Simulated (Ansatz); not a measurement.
## ScPt, space group Pm-3m: a comparison of norm-conserving and PAW potentials, step by step

Program: Ansatz's Python interface.

Interactive session:
```pycon
>>> import ansatz as az
>>> import numpy as np
>>> from tabulate import tabulate
>>> FUNCTIONAL = "PBEsol"
>>> MESH = (9, 9, 9)
>>> OCCUPATIONS = "methfessel_paxton"
>>> def count_gap(report):
...     # lowest empty less highest filled band, counting bands; zero where they overlap
...     return max(report.get("gap_by_band_count_ev") or 0.0, 0.0)
...
>>> xtal = (
...     az.Lattice.of((3.27, 0.0, 0.0), (0.0, 3.27, 0.0), (0.0, 0.0, 3.27))
...     .atom("Sc", (0.5, 0.5, 0.5))
...     .atom("Pt", (0.0, 0.0, 0.0))
... )
>>> job = (
...     xtal.calculation()
...     .functional(FUNCTIONAL)
...     .kpoints(*MESH)
...     .occupations(OCCUPATIONS)
...     .stress()
...     .forces()
...     .band_table()
... )
>>> variants = {
...     "PAW": job.pseudopotentials("paw"),
...     "norm-conserving": job.pseudopotentials("nc"),
... }
>>> rows = []
>>> for label, variant in variants.items():
...     data = variant.run(threads=1, backend="cpu").report
...     levels = np.array(data["eigenvalues_ev"][0]) - data["fermi_energy_ev"]
...     print(label, "levels at the first k-point near E_F:", np.round(levels[np.abs(levels) < 5], 3))
...     rows.append((label, data["n_electrons"], np.trace(data["stress_gpa"]) / 3, count_gap(data)))
...
DeckWarning: basis.ecutwfc = 420 eV, auto-derived from the records' recommended cutoffs: set by Sc (normal level)
PAW levels at the first k-point near E_F: [-2.637 -2.637 -2.637  1.653  1.653  3.672  3.672  3.672]
DeckWarning: basis.ecutwfc = 1142.878222 eV, auto-derived from the records' recommended cutoffs: set by Pt (normal level)
norm-conserving levels at the first k-point near E_F: [-2.633 -2.633 -2.633  1.656  1.656  3.679  3.679  3.679]
>>> print(tabulate(rows, headers=["treatment", "electrons in bands", "P GPa", "gap by band count eV"], floatfmt=".4f", tablefmt="pipe"))
| treatment       |   electrons in bands |   P GPa |   gap by band count eV |
|:----------------|---------------------:|--------:|-----------------------:|
| PAW             |              29.0000 | -1.2390 |                 0.0000 |
| norm-conserving |              29.0000 | -1.3132 |                 0.0000 |
```

PAW gives -1.239 GPa and norm-conserving -1.313 GPa, 0.07 GPa apart. They took 1.4 and 7.2 s of processor time.

Reading the output:
- Spin is left out of this run.
- The computed bands are complete only to about 2.5 eV above the Fermi level.
- For a metal this k-point mesh is coarse: on a finer one energies can move by several to tens of meV an atom and pressures by half a GPa or more, differences at one mesh by less.
- A gap by band count of zero or less means overlapping bands, a metal, and at an odd count of electrons it is no gap at all.
- The structure is a deposited one; some such entries were measured under pressure or heat, so a shift against it needn't be the functional's error alone.
- Levels are Kohn-Sham eigenvalues on this mesh, without spin-orbit coupling.
- Warnings are shown shortened and without file and line.
- Stress is positive in compression.
- It ran for 9.3 s on 1 thread of Arm Neoverse V1, on a shared host, peak memory 0.46 GiB.
